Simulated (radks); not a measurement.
**The Coulomb parameter U of the 4d shell of Zr²⁺**

The task here is to estimate one member of a computed series from the others.

The numbers are computed with radks (a radial shooting solver on a logarithmic mesh, Libxc functionals) version 1 (Dirac Kohn-Sham, PBE, spin-unpolarised, spherical densities, point nucleus; open shells are shared between the two j in proportion to 2j + 1), except any that are marked as measured or tabulated.

## The atom as given

```
element       : zirconium (Z = 40)
charge        : +2
electrons     : 38
configuration : [Kr] 4d1 5p1
```

The outer shells:

Zr²⁺
```
[Kr] core
4d [↑ ][  ][  ][  ][  ]
5p [↑ ][  ][  ]
```

The first run:

Input:

```text
Z 40
configuration [Kr] 4d1 5p1
relativity Dirac
functional pbe,pbe
spin unpolarised
j_filling average
nucleus point
c 137.035999084
```

Among the steps run: Start: [Kr] 4d1 5p1.

One of the session's tables, all rows but one given; the rest of the session is left out.

It belongs to the step «Start: [Kr] 4d1 5p1». Radial moments (bohr):

| level | <r> | outermost maximum (interpolated) | 90 % within | nodes |
| --- | --- | --- | --- | --- |
| 3d5/2 | 0.4539 | 0.349 | 0.730 | 0 |
| 4s1/2 | 1.204 | 1.08 | 1.75 | 3 |
| 4p1/2 | 1.327 | 1.16 | 1.96 | 2 |
| 4p3/2 | ? | ? | ? | ? |
| 4d3/2 | 1.892 | 1.50 | 2.96 | 1 |
| 4d5/2 | 1.905 | 1.52 | 2.98 | 1 |
| 5p1/2 | 3.618 | 3.28 | 5.21 | 3 |
| 5p3/2 | 3.676 | 3.34 | 5.29 | 3 |

Estimate the missing values for 4p3/2.

As computed: <r>: 1.355; outermost maximum (interpolated): 1.18; 90 % within: 2.00; nodes: 2. In the column «<r>» it lies between 4p1/2 (1.327) and 4d3/2 (1.892).
